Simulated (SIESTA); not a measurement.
# TeAs2 under changes of volume

One of the cells (24.795 Å³/atom); the others are scaled copies at fixed shape and fractional positions:

```
Te As
1.0
    -3.55645    3.55645    2.94052
     3.55645   -3.55645    2.94052
     3.55645    3.55645   -2.94052
Te As
2 4
Cartesian
  0.0000 0.0000 0.0000
  0.0000 3.5565 1.4703
  0.0000 1.7782 3.6756
  3.5565 1.7782 0.7351
  1.7782 3.5565 -0.7351
  1.7782 0.0000 2.2054
```

The cell comes from a database or a generator and needn't be the stable form of this composition.

```yaml
Program: SIESTA 5.4.2
Functional: LDA
Potentials_or_basis: PseudoDojo 0.4 standard (LDA files)
Basis: DZP (energy shift 0.003 Ry; two zetas on semicore shells)
Grid_cutoff: 500 Ry
Energy_shift: 0.003 Ry
k_mesh: 4 × 4 × 4
Occupations: fermi-dirac, width 0.05 eV
Spin: no spin polarisation
```

```csv
volume (Å³/atom),energy over the lowest point (meV/atom),pressure (GPa)
23.307,0.00,0.3
23.803,1.82,-1.3
24.299,8.14,-2.6
24.795,18.43,-3.9
25.291,32.24,-4.9
25.787,?,?
26.283,68.72,-6.7
```

Task: What does the run at 25.787 Å³/atom give?

Result: Energy over the lowest point 49.13 meV/atom; pressure -5.8 GPa.

Worked out: A Birch-Murnaghan fit of order 3 (a polynomial in V^(-2/3)) to the other rows has its minimum at 23.37 Å³/atom with B0 = V·E''(V) = 76 GPa and B' = 4.9 at fixed shape and positions, which overstates the stiffness. It gives 49.12 meV/atom at 25.787 Å³/atom, against the run's 49.13, and -dE/dV = -5.9 GPa, against -5.8.

Energies are extrapolated to zero smearing.

Caveats: the basis of atomic orbitals isn't converged, which shifts pressures, moduli and gaps.
